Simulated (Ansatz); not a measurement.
Predict the output of the script below (Ansatz 0.2.0, Python API).

`torsion_c3h6bi.py`:
```python
"""Rigid torsion scan of C3H6BI."""

import ansatz as az
from ase import Atoms

BASIS = "def2-SVP"
FUNCTIONAL = "hf"
FMAX = 0.02

atoms = Atoms(["C", "C", "I", "B", "C", "H", "H", "H", "H", "H", "H"], positions=[
    [-1.3996, 1.383, -0.6487],
    [-0.3463, 0.8877, -0.1385],
    [1.1231, 2.172, 0.6234],
    [-0.0803, -0.661, -0.1007],
    [1.1527, -1.3446, 0.5014],
    [-1.5728, 2.5213, -0.6872],
    [-2.2142, 0.8094, -1.0648],
    [-0.9611, -1.357, -0.5403],
    [1.2526, -1.0322, 1.6282],
    [2.047, -0.9942, -0.0185],
    [1.0643, -2.4415, 0.4664],
])

# start the scan from a relaxed geometry
first = (
    az.Crystal.molecule_from_ase(atoms).calculation()
    .basis(gaussian=BASIS)
    .functional(FUNCTIONAL)
    .relax(force_tolerance=FMAX, max_steps=80)
)
atoms.positions = first.run(threads=1, pin="off").report["positions_ang"]

start = atoms.get_dihedral(4, 3, 1, 0)
energies = {}
for turn in range(0, 360, 30):
    turned = atoms.copy()
    turned.set_dihedral(4, 3, 1, 0, start + turn, indices=[0, 1, 2, 5, 6])
    setup = az.Crystal.molecule_from_ase(turned).calculation().basis(gaussian=BASIS).functional(FUNCTIONAL)
    energies[round((start + turn) % 360)] = setup.run(threads=1, pin="off").report["free_energy_ev"]
floor = min(energies.values())
print("dihedral C4-B3-C1-C0 (deg)   E - E(min) (kJ/mol)")
for angle, e in sorted(energies.items()):
    print(f"{angle:8d} {96.485332 * (e - floor):14.3f}  " + "#" * int(30 * (e - floor) / max(max(energies.values()) - floor, 1e-9)))
```

```console
$ python torsion_c3h6bi.py
dihedral C4-B3-C1-C0 (deg)   E - E(min) (kJ/mol)
       0         11.464  ############
      30         13.778  ###############
      60         20.566  #######################
      90         26.484  ##############################
     120         20.779  #######################
     150          7.231  ########
     180          0.000
     210          7.231  ########
     240         20.642  #######################
     270         26.462  #############################
     300         20.764  #######################
     330         13.901  ###############
```

Notes:
- The scan is rigid and the energies are electronic, in a modest basis. With rigid groups the curve can differ much from the relaxed path, the start wasn't checked as a minimum of this torsion, and equivalent turns needn't return to the same energy.
- def2 sets replace the cores of elements past krypton by effective core potentials.
- Hardware and time: 39 s on 1 thread of Arm Neoverse V2 (shared host), peak memory 0.34 GiB.
